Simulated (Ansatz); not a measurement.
# TiTe (rocksalt type): how the settings move a single-point run

Aim: see which settings change the result for TiTe (rocksalt type), by how much, and at what cost.

Program: Ansatz 0.2.0. Level of theory: reference: DFT, LDA, all-electron LAPW, scalar-relativistic. These are calculated values, not measurements.

## Step 1: Starting point

It takes space group Fm-3m (No. 225, cubic). Conventional cell: a = 5.361 Å, b = 5.361 Å, c = 5.361 Å, α = 90.00°, β = 90.00°, γ = 90.00°. Around Ti (site symmetry m-3m) lie 6 Te at 2.68 Å. Te (site symmetry m-3m) has 6 Ti at 2.68 Å in its first shell of neighbours.

Coordinates:

```
Ti Te
1.0
     0.00000    2.68040    2.68040
     2.68040    0.00000    2.68040
     2.68040    2.68040    0.00000
Ti Te
1 1
Cartesian
  0.0000 0.0000 0.0000
  2.6804 2.6804 2.6804
```

## Step 2: The reference run

Contents of input.yaml:

```yaml
crystal:
  lattice:
    - [0.0, 2.6803986874, 2.6803986874]
    - [2.6803986874, 0.0, 2.6803986874]
    - [2.6803986874, 2.6803986874, 0.0]
  atoms:
    - { symbol: Ti, position: [0.0, 0.0, 0.0] }
    - { symbol: Te, position: [0.5, 0.5, 0.5] }
kpoints:
  mp_grid: { grid: [12, 12, 12] }
scf:
  occupations: { method: fermi_dirac, width: 0.05 }
hamiltonian:
  xc: lda
  pseudopotentials: { kind: all_electron, lapw: { basis_error: 0.001 } }
output:
  forces: true
  stress: true
  eigenvalues: true
  populations: true
```

Run with:

```console
ansatz run input.yaml --threads 1 --pin off --max-ram 2048MiB --backend cpu --events-out ev --progress --plain --runs-dir out
```

## Step 3: Changed: mp_grid.grid [4, 4, 4], hubbard.sites [{species: Ti, l: d, u_eff: 3.0}], hubbard.double_counting amf

Edit input.yaml of step 2 so:

```diff
@@ -9,3 +9,3 @@
 kpoints:
-  mp_grid: { grid: [12, 12, 12] }
+  mp_grid: { grid: [4, 4, 4] }
 scf:
@@ -15,2 +15,3 @@
   pseudopotentials: { kind: all_electron, lapw: { basis_error: 0.001 } }
+  hubbard: { sites: [{ species: Ti, l: d, u_eff: 3.0 }], double_counting: amf }
 output:
```

Before running it: what results should come out? Wanted: for each run, ending; energy change; pressure; gap; force.

As calculated:

| run | ending | energy change | pressure (GPa) | gap (eV) | force (eV/Å) | cycles | time |
| --- | --- | --- | --- | --- | --- | --- | --- |
| reference | converged | 0 | 9.5 | 0.00 | 0.00 | 9 | 22 s |
| 1: mp_grid.grid [4, 4, 4], hubbard.sites [{species: Ti, l: d, u_eff: 3.0}], hubbard.double_counting amf | converged | -30.2 meV/atom (Hubbard term changed: no physical gain or loss) | 9.5 | 0.00 | 0.00 | 7 | 3.7 s |

Residual by cycle in the longest SCF loop of each run; runs are numbered as in the table. The quantity is the density residual dr2, in eV.

| cycle | reference | run 1 |
| --- | --- | --- |
| 1 | 0.0883 | 0.0854 |
| 2 | 0.0213 | 0.0594 |
| 3 | 0.0145 | 0.028 |
| 4 | 0.00425 | 2.7e-4 |
| 5 | 5.7e-4 | 9.7e-6 |
| 6 | 5.8e-5 | 1.6e-7 |
| 7 | 2.4e-6 | 2.5e-9 |
| 8 | 1.3e-7 | - |
| 9 | 7.6e-9 | - |

**Reading.** Changing the k-point mesh, Hubbard U and double counting of the Hubbard term moves the energy by -30.2 meV/atom. The U term adds an energy of its own, so the shift says nothing about which run is better. Cost: 7 SCF cycles against 9, 3.7 s against 22 s. A changed U is a change of model: its shifts are not errors of convergence. The reference leaves spin out although Ti can carry a moment, so its state need not be the lowest.
